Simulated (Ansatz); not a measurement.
# GaN: the cost of one run

All numbers are computed with Ansatz 0.2.0 through its Python package. Level of theory: DFT PBE, plane waves, PAW.

The COD entry's cell or inner coordinates are ideal or old and differ from later refinements, so a difference from it is no clean test against experiment.

## (1) Starting point

The structure is hexagonal, space group P6_3mc (No. 186). The conventional cell has a = 3.180 Å, b = 3.180 Å, c = 5.166 Å, α = 90.00°, β = 90.00°, γ = 120.00°. Around Ga (site symmetry 3m) lie 4 N at 1.94 to 1.95 Å. Around N (site symmetry 3m) lie 4 Ga at 1.94 to 1.95 Å.

The script holds or builds the structure itself.

## (2) The code

File relax.py:

```python
"""Ionic relaxation of GaN."""

import warnings

import ansatz as az
from ase import Atoms
from ase.data import atomic_numbers
from ase.io import write
import matplotlib.pyplot as plt
import numpy as np
import spglib

CUTOFF = 450
FILLING = "fixed"
TOLERANCE = 1e-07
KGRID = (12, 12, 4)
FUNCTIONAL = "pbe"
FMAX = 0.05

warnings.simplefilter("ignore", az.DeckWarning)

system = (
    az.Lattice.of((3.18, 0.0, 0.0), (-1.59, 2.75396, 0.0), (0.0, 0.0, 5.166))
    .atom("Ga", (1 / 3, 2 / 3, 0.0))
    .atom("Ga", (2 / 3, 1 / 3, 0.5))
    .atom("N", (1 / 3, 2 / 3, 0.375))
    .atom("N", (2 / 3, 1 / 3, 0.875))
)

calc = (
    system.calculation()
    .basis(CUTOFF)  # plane waves up to this kinetic energy
    .occupations(FILLING)
    .scf(tolerance=TOLERANCE)
    .pseudopotentials("paw")
    .kpoints(*KGRID)  # the mesh must be finer for metals
    .functional(FUNCTIONAL)
    .relax(force_tolerance=FMAX, max_steps=40)  # relax until the tolerances are met
)
steps = []


def follow(event):
    if event["event"] != "relax_step":
        return
    row = event["data"]
    steps.append(row)
    print(f"step {row['step']:3d}  E = {row['lagrangian_ev']:.5f} eV  largest force component = {row['allowed_force_max_ev_ang']:.4f} eV/A")


outcome = calc.session().plan(threads=1).execute(on_event=follow)
r = outcome.report

first, last = steps[0], steps[-1]
symbols = [site.symbol for site in outcome.lattice.sites]
print(f"energy gained {first['lagrangian_ev'] - last['lagrangian_ev']:.4f} eV in {len(steps) - 1} steps")

fig, (top, bottom) = plt.subplots(2, 1, sharex=True, figsize=(4.5, 4))
top.plot([s["lagrangian_ev"] - last["lagrangian_ev"] for s in steps], "o-")
top.set_ylabel("E - E(final) (eV)")
bottom.semilogy([max(s["allowed_force_max_ev_ang"], 1e-6) for s in steps], "s-")
bottom.set(xlabel="step", ylabel="largest force (eV/A)")
fig.tight_layout()
fig.savefig("relax.png", dpi=100)

relaxed = Atoms(symbols, positions=[site.position_ang for site in outcome.lattice.sites], cell=outcome.lattice.cell_ang, pbc=True)
write("relaxed.vasp", relaxed, format="vasp")

fractions = [site.position_frac for site in outcome.lattice.sites]
numbers = [atomic_numbers[s] for s in symbols]
for tolerance in (1e-3, 1e-2, 1e-1):
    print(f"space group at {tolerance} A:", spglib.get_spacegroup((outcome.lattice.cell_ang, fractions, numbers), symprec=tolerance))

moved = np.linalg.norm(np.array(last["positions_ang"]) - np.array(first["positions_ang"]), axis=1)
print("displacement by atom (A):", " ".join(f"{s}:{d:.3f}" for s, d in zip(symbols, moved)))

n_atoms = len(r["lattice"]["sites"])
print("F =", round(r["free_energy_ev"], 4), "eV for", n_atoms, "atoms")
print("E(sigma -> 0) =", round(r["energy_sigma0_ev"], 4), "eV, TS =", round(r["entropy_ts_ev"], 5), "eV")
print("closed by", r["closed_by"], "after", r["n_iterations"], "iterations")
```

## (3) The run

On the command line:

```
> python relax.py
```

**Question.** How long does this script take on 1 thread of Intel Xeon 6975P-C (Granite Rapids), shared host, and how much memory does it need?

About 6.5 s, with a peak of 0.54 GiB.
